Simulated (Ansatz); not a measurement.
# SnBH4 radical: one structure at several levels

One table from this session's results is given with a row withheld; the runs are named, their logs left out.

Program: Ansatz 0.2.0, Gaussian basis. Level of theory: single points in def2-TZVPP. These are calculated values, not measurements.

Cores are frozen in the correlated methods. Filled d shells of the heavier atoms are correlated. Core potentials replace the inner electrons past krypton, and spin-orbit coupling is left out. Orbitals are unrestricted.

## Starting geometry

SMILES `[BH2][SnH2]`, 6 atoms, charge 0, spin multiplicity 2.

Atoms are counted from 1 here; the program's logs count them from 0.

Bond lengths: B1–Sn2 2.114 Å, B1–H3 1.388 Å, B1–H4 1.226 Å, Sn2–H5 1.734 Å, Sn2–H6 1.660 Å. Angles: Sn2–B1–H3 117.3°, Sn2–B1–H4 118.5°, H3–B1–H4 121.0°, B1–Sn2–H5 117.4°, B1–Sn2–H6 121.1°, H5–Sn2–H6 96.2°.

As a file:

```xyz
6

B     0.07070   -1.16300    0.10980
Sn    0.31780    0.93460    0.01870
H    -0.29430   -1.70860    1.33240
H     0.59470   -1.85280   -0.75790
H     0.01960    1.70780   -1.50470
H    -0.63260    1.95000    0.92550
```

Set-up of the first run:

run/in.yaml reads:

```yaml
crystal:
  periodic: [false, false, false]
  atoms:
    - {symbol: B, position_ang: [0.070700, -1.163000, 0.109800]}
    - {symbol: Sn, position_ang: [0.317800, 0.934600, 0.018700]}
    - {symbol: H, position_ang: [-0.294300, -1.708600, 1.332400]}
    - {symbol: H, position_ang: [0.594700, -1.852800, -0.757900]}
    - {symbol: H, position_ang: [0.019600, 1.707800, -1.504700]}
    - {symbol: H, position_ang: [-0.632600, 1.950000, 0.925500]}
basis:
  gaussian: {orbitals: def2-TZVPP}
magnetization: {spin_polarized: true, initial_magnetization: 1}
correlation: {method: ccsd_t}
scf: {omitted_lower_state_checks: [cluster_reference]}
output: {forces: true}
```

The command line of these runs was not kept.

Steps of the session up to this table: CCSD(T)/def2-TZVPP; PBE0-D4/def2-TZVPP; wB97M-V/def2-TZVPP; r2SCAN-D4/def2-TZVPP; PBE-D4/def2-TZVPP; HSE06-D4/def2-TZVPP; LC-wPBE/def2-TZVPP.

One table of the session follows, with a row left open; its other results are not shown here.

```
   method  RMS force component (eV/Å)  angle to CCSD(T) forces (°)  dipole (D)
  CCSD(T)                       1.154                    reference        0.59
  PBE0-D4                       1.122                          4.3        0.74
  wB97M-V                       1.166                          2.2        0.55
r2SCAN-D4                       1.122                          4.3        0.75
   PBE-D4                       1.068                          8.8        0.87
 HSE06-D4                       1.122                          4.3        0.74
  LC-wPBE                           ?                            ?           ?
```

**Question.** Estimate the row for LC-wPBE.

As computed: RMS force component (eV/Å): 1.154; angle to CCSD(T) forces (°): 4.0; dipole (D): 0.54.
